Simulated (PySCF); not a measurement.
# C5H4BrN (3-Bromopyridine): the cost of one run

Programs: PySCF 2.14.0, with density-fitted response routines of our own. Each step states its level of theory. These are calculated values for one molecule, in the gas phase or a continuum, unless marked as measured. Atoms count from 0, in the outputs and in this text.

### 1 The starting structure

11 atoms, charge 0, multiplicity 1; geometry from: GFN2-xTB. The atoms were then displaced at random by about 0.01 Å, so the start is not that level's minimum.

Bonds of the start (Å): Br0–C1 1.92, C1–C2 1.40, C2–C3 1.33, C3–C4 1.40, C4–N5 1.31, N5–C6 1.33, C6–C1 1.38, C2–H7 1.09, C3–H8 1.11, C4–H9 1.08, C6–H10 1.07.

### 2 Relaxing the molecule at PBE0-D3(BJ)/def2-TZVP

What the job is given:

```
{"job": {"xc": "PBE0", "basis": "def2-TZVP", "d3": "d3bj", "grid": 2, "shake": 0.01, "kind": "geom"}, "charge": 0, "multiplicity": 1}
Br     2.989120     0.847650    -0.083960
C      1.166710     0.245720    -0.039790
C      0.101140     1.150450    -0.005530
C     -1.134430     0.648730     0.035790
C     -1.338990    -0.737410     0.023790
N     -0.330110    -1.577770    -0.007390
C      0.913280    -1.114070    -0.040180
H      0.323200     2.221560     0.001660
H     -2.019660     1.315110     0.090310
H     -2.323180    -1.179840     0.073000
H      1.691020    -1.845950    -0.063370
```

The run is started by

```bash
$ OMP_NUM_THREADS=1 python probes_run.py task.json out
```

The driver reads the jobs from task.json and runs them one after another.

Q: Estimate the wall time and peak memory of this first job on 1 thread of Arm Neoverse V1, shared host.

About 4.4 min, with a peak of 1.3 GiB.
